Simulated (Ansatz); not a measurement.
# GeH5NSn, SMILES [NH]1[GeH2][SnH2]1: an atomisation energy

Program: Ansatz's Python interface.

`run_tae.py`:
```python
"""Atomisation energy of GeH5NSn at the given geometry."""

from collections import Counter
from dataclasses import dataclass

import ansatz as az
from ase import Atoms


@dataclass
class Options:
    basis: str = "def2-TZVP"
    xc: str = "R2SCAN0"


cfg = Options()


def energy_of(molecule, charge=0, unpaired=0):
    calc = (
        molecule.calculation()
        .basis(gaussian=cfg.basis)
        .functional(cfg.xc)
    )
    if charge:
        calc = calc.charge(charge)
    if unpaired:
        calc = calc.spin("collinear", total=unpaired)
    return calc.run().report["free_energy_ev"]

atoms = Atoms(["N", "Ge", "Sn", "H", "H", "H", "H", "H"], positions=[
    (-0.5919, -0.3139, -0.8815),
    (-0.1766, 1.3143, -0.0531),
    (0.7385, -1.0624, 0.3778),
    (-1.5, -0.5338, -0.5188),
    (0.6691, 2.2139, -1.008),
    (-1.3012, 1.818, 0.8927),
    (2.2368, -1.5072, -0.497),
    (0.0174, -1.9859, 1.6321),
])
geometry = az.Crystal.molecule_from_ase(atoms)

# unpaired electrons of the ground-state atoms
unpaired = {"N": 3, "Ge": 2, "Sn": 2, "H": 1}
counts = Counter(site.symbol for site in geometry.cartesian_sites)
atom_energy = {s: energy_of(az.Crystal.molecule().atom(s, (0, 0, 0)), 0, unpaired[s]) for s in counts}
whole = energy_of(geometry, 0, 0)
for s, e in atom_energy.items():
    print(f"{s:2s} x{counts[s]}  {e:14.5f} eV")
print(f"GeH5NSn: {whole:.5f} eV")
split = sum(counts[s] * e for s, e in atom_energy.items()) - whole
print(f"atomisation energy (no zero-point term): {23.060548 * split:.1f} kcal/mol, {split / sum(counts.values()):.3f} eV an atom")
```

`python run_tae.py` gives:
```text
N  x1     -1485.23672 eV
Ge x1    -56514.98414 eV
Sn x1     -5831.54503 eV
H  x5       -13.60215 eV
GeH5NSn: -63919.53883 eV
atomisation energy (no zero-point term): 455.7 kcal/mol, 2.470 eV an atom
```

455.7 kcal/mol from the electronic energies, without the zero-point term.

Notes:
- Total energies depend on the basis set; only differences at equal settings carry meaning.
- The geometry is a force-field or estimated start, not a minimum of this method, and the basis set is short of its limit. All parts are taken at fixed geometry, without zero-point energy.
- def2 sets replace the cores of elements past krypton by effective core potentials.
- The spin-orbit lowering of heavy atoms is left out.
- Hardware and time: 7.3 s on 1 thread of Intel(R) Xeon(R) Platinum 8488C (Sapphire Rapids) (shared host), peak memory 0.42 GiB.

(Lines on the test bed's own set-up are left out of the output.)
